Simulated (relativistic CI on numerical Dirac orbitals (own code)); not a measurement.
# Pt LXXVI (Pt⁷⁵⁺): levels and lines

The task is the spectrum of Pt⁷⁵⁺: levels, purity of their labels, lifetimes and lines; runs with one setting changed show what the result hangs on.

The numbers are computed with relativistic CI on numerical Dirac orbitals (own code) version 2 (Dirac-Coulomb-Breit CI, KLI orbitals optimised for each configuration, model QED (radiative potential, 1s self-energy scaled to tabulated hydrogen-like ionisation energies)), except any that are marked as measured or tabulated.

### Step 1. What is computed

- ion: Pt⁷⁵⁺ (Pt LXXVI)
- nuclear charge: 78
- electrons: 3
- isotope: A = 195
- first configuration typed: [He] 2s

The outer shells:

first configuration typed
```
[He] core
2s [↑ ]
```

### Step 2. Base run

The run's settings:

```ini
atom Pt  Z=78  charge=75  electrons=3
nucleus A=195  rms_radius_fm=5.4270
hamiltonian dirac-coulomb  breit=on  qed=on  c_scale=1
orbitals kli  potential=per-configuration
slater_scale 1
correlation none
mixing on
configurations
  [He] 2s
  [He] 2p
  [He] 3s
  [He] 3p
  [He] 3d
  [He] 4s
  [He] 4p
  [He] 4d
  [He] 4f
  [He] 5s
  [He] 5p
  [He] 5d
  [He] 5f
  [He] 5g
end
```

### Step 3. Without the Breit term

The settings differ from step 2 so:

```diff
@@ -2,3 +2,3 @@
 nucleus A=195  rms_radius_fm=5.4270
-hamiltonian dirac-coulomb  breit=on  qed=on  c_scale=1
+hamiltonian dirac-coulomb  breit=off  qed=on  c_scale=1
 orbitals kli  potential=per-configuration
```

### Step 4. Without configuration mixing

The settings differ from step 3 so:

```diff
@@ -2,3 +2,3 @@
 nucleus A=195  rms_radius_fm=5.4270
-hamiltonian dirac-coulomb  breit=off  qed=on  c_scale=1
+hamiltonian dirac-coulomb  breit=on  qed=on  c_scale=1
 orbitals kli  potential=per-configuration
@@ -6,3 +6,3 @@
 correlation none
-mixing on
+mixing off
 configurations
```

(Steps that only read results are left out.)

**Question.** What will these runs give? Wanted: lowest level; first excitation; lowest level of the other parity; fastest E1 line; ionisation energy.

The runs gave:

| run | time | mean size of shift, levels followed (cm⁻¹) | lowest level | ionisation energy (eV) |
| --- | --- | --- | --- | --- |
| main run | 0.7 s | 0 | 2s 2S1/2 | 22204 |
| without the Breit term | 0.19 s | 125150 | 2s 2S1/2 | 22223 |
| without configuration mixing | 0.51 s | 687 | 2s 2S1/2 | - |

The tabulated theoretical ionisation energy (NIST) is 22205.7 eV.

```
                                       quantity                       value
                                   lowest level                    2s 2S1/2
                               first excitation        2p 2P°1/2, 212.65 eV
               lowest level of the other parity        2p 2P°1/2, 212.65 eV
                            levels in the model                          24
  fastest E1 line (by rate) to the lowest level  0.09374 nm, from 3p 2P°3/2
                              ionisation energy                    22204 eV
ionisation energy, tabulated theoretical (NIST)                  22205.7 eV
```

What this shows: The lowest level is 2s 2S1/2, 100 % pure in LS and 100 % in jj coupling; over the low levels the means are 100 and 100 %, so both schemes do about equally well. The ionisation energy from the two ground configurations alone is 0.0077 % below the tabulated theoretical value. Of the changes tried, the run «without the Breit term» moves the low levels most, by 125150 cm⁻¹ on average. Lifetimes count radiative decay inside the model alone.
